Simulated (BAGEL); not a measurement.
# C2H2FSi− (SMILES C#C[SiH-]F) at PBE0/6-311+G(d,p) (density fitting with qzvpp-jkfit)

What is the energy change on altering one bond length of C2H2FSi− at PBE0/6-311+G** (density fitting with qzvpp-jkfit)? 

The results are computed with BAGEL 1.2.2.

2 further runs of the same task are left out: 2 set aside as unsound or not needed. Runs told in other sessions of the task aren't counted.

**1. The molecule**

The species is C2H2FSi− (6 atoms), meant as a singlet with charge -1. As SMILES, `C#C[SiH-]F`. The coordinates come from a GFN2-xTB relaxation.

Bond lengths: C1–C2 1.210 Å, C2–Si3 1.869 Å, Si3–F4 1.726 Å, C1–H5 1.062 Å, Si3–H6 1.523 Å. Angles: C1–C2–Si3 160.2°, C2–Si3–F4 99.9°, C2–C1–H5 174.2°, C2–Si3–H6 99.7°, F4–Si3–H6 94.8°.

**2. The energy at PBE0/6-311+G(d,p) (density fitting with qzvpp-jkfit)**

calc.json reads:

```json
{ "bagel" : [

{
  "title" : "molecule",
  "basis" : "6-311+gss.json",
  "df_basis" : "qzvpp-jkfit",
  "angstrom" : true,
  "geometry" : [
    { "atom" : "C", "xyz" : [       1.111270,      -0.445760,      -1.230420 ] },
    { "atom" : "C", "xyz" : [       0.327710,      -0.094560,      -0.377550 ] },
    { "atom" : "Si", "xyz" : [      -0.326790,       0.561260,       1.245330 ] },
    { "atom" : "F", "xyz" : [      -1.396830,      -0.723260,       1.675750 ] },
    { "atom" : "H", "xyz" : [       1.713780,      -0.774250,      -2.040660 ] },
    { "atom" : "H", "xyz" : [      -1.429140,       1.476570,       0.727570 ] }
  ]
},

{
  "title" : "ks",
  "xc_func" : "pbe0",
  "charge" : -1
},

{
  "title" : "print",
  "file" : "orbitals.molden",
  "orbitals" : true
}

]}
```

The basis set 6-311+G** is read from a file made from the Basis Set Exchange's data (not shown).

The run is started by

```bash
$ BAGEL_NUM_THREADS=1 BAGEL calc.json > calc.out
```

What it wrote:

```text
* using 1 threads per process

  ===============================================================
  ===============================================================

  *** Geometry ***

  { "atom" : "C", "xyz" : [      2.099996,     -0.842364,     -2.325157 ] },
  { "atom" : "C", "xyz" : [      0.619282,     -0.178693,     -0.713466 ] },
  { "atom" : "Si", "xyz" : [     -0.617544,      1.060628,      2.353333 ] },
  { "atom" : "F", "xyz" : [     -2.639626,     -1.366763,      3.166709 ] },
  { "atom" : "H", "xyz" : [      3.238575,     -1.463120,     -3.856289 ] },
  { "atom" : "H", "xyz" : [     -2.700683,      2.790313,      1.374908 ] },

  Number of auxiliary basis functions:      391

  Since a DF basis is specified, we compute 2- and 3-index integrals:
    o Being stored without compression. Storage requirement is 0.036 GB

  Number of basis functions:      108
  Number of electrons      :       37

    * METHOD: MOLECULE                             0.17

  *** Kohn-Sham DFT ***

    * Removing 8979 points whose weight is below 1.00e-10
    * Grid points: 80457

  === Nuclear Repulsion ===
   126.8097802611

       - DIIS with orbital gradients will be used.

  === KS iteration (pbe0 / 6-311+gss.json) ===
      0       -364.16797751          0.28520131           0.31
      1       -274.32164821          0.22549757           0.30
      2       -342.68362336          0.24330474           0.30
      3       -444.84144918          0.13614017           0.31
      4       -460.67080406          0.08512601           0.31
      5       -465.43583392          0.05330145           0.31
      6       -465.83705188          0.04179913           0.31
      7       -466.45325195          0.01019730           0.31
      8       -466.48629900          0.00399123           0.31
      9       -466.49203047          0.00091565           0.31
     10       -466.49236070          0.00019484           0.31
     11       -466.49237484          0.00005817           0.31
     12       -466.49237438          0.00006997           0.30
     13       -466.49237634          0.00000259           0.31
     14       -466.49237634          0.00000108           0.31
     15       -466.49237634          0.00000030           0.31
     16       -466.49237634          0.00000020           0.31
     17       -466.49237634          0.00000012           0.31
     18       -466.49237634          0.00000002           0.31
     19       -466.49237634          0.00000002           0.31
     20       -466.49237634          0.00000000           0.31
    * SCF iteration converged.

    * Permanent dipole moment:
           (   -0.309489,     0.355513,     0.953305) a.u.

    * METHOD: KS                                   6.87

    * METHOD: PRINT                                0.03

  ===============================================================
```

Run time: 7.2 s. Hardware: 1 thread of Arm Neoverse V1, shared host; peak memory 0.41 GiB.

**3. The distorted shape**

input.json reads:

```json
{ "bagel": [

{
  "title": "molecule",
  "basis": "6-311+gss.json",
  "df_basis": "qzvpp-jkfit",
  "angstrom": true,
  "geometry": [
    { "atom": "C", "xyz": [    1.646287,    0.196496,   -1.445629 ] },
    { "atom": "C", "xyz": [    0.862727,    0.547696,   -0.592759 ] },
    { "atom": "Si", "xyz": [    0.208227,    1.203516,    1.030121 ] },
    { "atom": "F", "xyz": [   -1.396830,   -0.723260,    1.675750 ] },
    { "atom": "H", "xyz": [    2.248797,   -0.131994,   -2.255869 ] },
    { "atom": "H", "xyz": [   -0.894123,    2.118826,    0.512361 ] }
  ]
},
{
  "title": "ks",
  "xc_func": "pbe0",
  "charge": -1
},
{
  "title": "print",
  "file": "orbitals.molden",
  "orbitals": true
}

]}
```

The basis set 6-311+G** is read from a file made from the Basis Set Exchange's data (not shown).

The run is started by

```bash
$ BAGEL_NUM_THREADS=1 BAGEL input.json > input.out
```

What it wrote:

```text
* using 1 threads per process

  ===============================================================
  ===============================================================

  *** Geometry ***

  { "atom" : "C", "xyz" : [      3.111032,      0.371324,     -2.731843 ] },
  { "atom" : "C", "xyz" : [      1.630318,      1.034995,     -1.120152 ] },
  { "atom" : "Si", "xyz" : [      0.393492,      2.274316,      1.946647 ] },
  { "atom" : "F", "xyz" : [     -2.639626,     -1.366763,      3.166709 ] },
  { "atom" : "H", "xyz" : [      4.249610,     -0.249433,     -4.262975 ] },
  { "atom" : "H", "xyz" : [     -1.689648,      4.004001,      0.968222 ] },

  Number of auxiliary basis functions:      391

  Since a DF basis is specified, we compute 2- and 3-index integrals:
    o Being stored without compression. Storage requirement is 0.036 GB

  Number of basis functions:      108
  Number of electrons      :       37

    * METHOD: MOLECULE                             0.17

  *** Kohn-Sham DFT ***

    * Removing 8237 points whose weight is below 1.00e-10
    * Grid points: 81199

  === Nuclear Repulsion ===
   110.2872630103

       - DIIS with orbital gradients will be used.

  === KS iteration (pbe0 / 6-311+gss.json) ===
      0       -374.67021866          0.29529295           0.33
      1       -285.27208767          0.20837364           0.31
      2       -348.60341994          0.24095971           0.31
      3       -447.80953627          0.14402631           0.31
      4       -449.00796822          0.11404902           0.31
      5       -463.60243304          0.08091722           0.31
      6       -464.08320808          0.06369127           0.31
      7       -447.06547433          0.09924046           0.31
      8       -461.80790116          0.07799280           0.31
      9       -465.15257722          0.04973112           0.31
     10       -465.30569210          0.04660581           0.31
     11       -465.29147933          0.04615649           0.31
     12       -465.34611172          0.04580430           0.31
     13       -451.07113990          0.09344362           0.31
     14       -465.83061644          0.03381534           0.31
     15       -466.25288938          0.01958441           0.31
     16       -466.40691907          0.00614094           0.31
     17       -466.41735371          0.00491539           0.31
     18       -466.42130155          0.00359753           0.31
     19       -466.42623463          0.00052451           0.31
     20       -466.42635248          0.00012287           0.31
     21       -466.42635956          0.00004235           0.31
     22       -466.42636008          0.00003320           0.31
     23       -466.42636053          0.00000558           0.31
     24       -466.42636054          0.00000237           0.31
     25       -466.42636054          0.00000317           0.31
     26       -466.42636054          0.00000081           0.31
     27       -466.42636054          0.00000021           0.31
     28       -466.42636054          0.00000010           0.31
     29       -466.42636054          0.00000011           0.31
     30       -466.42636054          0.00000002           0.31
     31       -466.42636054          0.00000001           0.31
    * SCF iteration converged.

    * Permanent dipole moment:
           (   -1.630511,    -0.994728,     1.610669) a.u.

    * METHOD: KS                                  10.45

    * METHOD: PRINT                                0.03

  ===============================================================
```

Wall time 11 s (1 thread of Arm Neoverse V1, shared host); peak memory 0.41 GiB.

**4. Summary of results**

Level: PBE0/6-311+G** (density fitting with qzvpp-jkfit).

| quantity | value |
| --- | --- |
| first shape: total energy | -466.49238 Eh |
| first shape: HOMO energy | -0.27 eV |
| first shape: LUMO energy | 3.54 eV |
| first shape: HOMO–LUMO gap (to an unbound level, set by the basis) | 3.80 eV |
| distorted shape: total energy | -466.42636 Eh |
| distorted shape: HOMO energy | -1.56 eV |
| distorted shape: LUMO energy | 2.38 eV |
| distorted shape: HOMO–LUMO gap (to an unbound level, set by the basis) | 3.95 eV |
| energy change with the Si3–F4 bond stretched from 1.726 to 2.590 Å | 1.796 eV |

What this shows: With the Si3–F4 bond stretched from 1.726 to 2.590 Å the energy rises by 1.80 eV (173 kJ/mol). The first shape isn't relaxed at this level, so the change isn't measured from a minimum.
